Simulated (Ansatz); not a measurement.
**CBF₂N: ionisation energy by level of theory**

How much energy removes an electron from CBF₂N at fixed geometry? The cation is run at each level and the neutral's energy taken from earlier runs.

Method: unrestricted cation, the program's frozen cores in correlated methods; program: Ansatz 0.2.0, Gaussian basis.

The runs, in order: UKS PBE-D4/def2-TZVPP; UKS r2SCAN-D4/def2-TZVPP; UKS PBE0-D4/def2-TZVPP; UKS B3LYP-D4/def2-TZVPP; UKS wB97X-V/def2-TZVPP; UKS wB97M-V/def2-TZVPP; UKS B2PLYP/def2-TZVPP; UHF-CCSD(T)/def2-TZVPP; UHF-MP2/def2-QZVPP; extrapolation to the limit; then −ε(HOMO) from the neutral's earlier runs with LDA (SPW92), PBE-D4, revPBE-D4, BLYP-D4, r2SCAN-D4, B97M-V, PBE0-D4, B3LYP-D4, r2SCANh-D4, r2SCAN0-D4, HSE06-D4, BHLYP-D4, CAM-B3LYP-D4, LC-ωPBE, ωB97X-V, ωB97M-V.

## Step 1: The relaxed structure

An earlier PBE0-D4 in a triple-zeta def2 set relaxation fixed the geometry.

5 atoms, charge 0, spin multiplicity 1.

Atoms are counted from 1 here; the program's logs count them from 0.

Bond lengths: N1–C2 1.150 Å, C2–B3 1.543 Å, B3–F4 1.306 Å, B3–F5 1.306 Å. Angles: N1–C2–B3 180.0°, C2–B3–F4 119.9°, C2–B3–F5 119.9°, F4–B3–F5 120.2°.

## Step 2: Cation, UKS PBE-D4/def2-TZVPP

in.yaml

```yaml
crystal:
  periodic: [false, false, false]
  atoms:
    - {symbol: N, position_ang: [-0.715064, 1.789656, 0.801034]}
    - {symbol: C, position_ang: [-0.319401, 0.804809, 0.359274]}
    - {symbol: B, position_ang: [0.211976, -0.517356, -0.233753]}
    - {symbol: F, position_ang: [1.451153, -0.872809, -0.026162]}
    - {symbol: F, position_ang: [-0.578663, -1.277901, -0.941894]}
basis:
  gaussian: {orbitals: def2-TZVPP}
total_charge: 1
magnetization: {spin_polarized: true, initial_magnetization: 1}
hamiltonian: {xc: pbe, dispersion: d4}
```

After this run come: Cation, UKS r2SCAN-D4/def2-TZVPP; Cation, UKS PBE0-D4/def2-TZVPP; Cation, UKS B3LYP-D4/def2-TZVPP; Cation, UKS wB97X-V/def2-TZVPP; Cation, UKS wB97M-V/def2-TZVPP; Cation, UKS B2PLYP (frozen core)/def2-TZVPP; Cation, UHF-CCSD(T)/def2-TZVPP; Cation, UHF-MP2/def2-QZVPP.

Q: Predict the results of all the runs planned. Wanted: ionisation energy, CCSD(T)/CBS; nearest functional by difference; nearest −ε(HOMO); −ε(HOMO) of PBE; T1 of the cation.

As calculated:

| quantity | value |
| --- | --- |
| ionisation energy, CCSD(T)/CBS | 13.95 eV |
| nearest functional by difference | B2PLYP (-0.17 eV) |
| nearest −ε(HOMO) | LC-ωPBE (-0.25 eV) |
| −ε(HOMO) of PBE | 9.26 eV |
| T1 of the cation | 0.019 |

By cation minus neutral, the functionals miss by 0.64 eV at most. −ε(HOMO) of PBE misses by 4.7 eV, since self-interaction lifts the level. Among orbital estimates LC-ωPBE comes nearest. Hartree-Fock falls 1.73 eV short, as the neutral has more correlation energy than the cation.
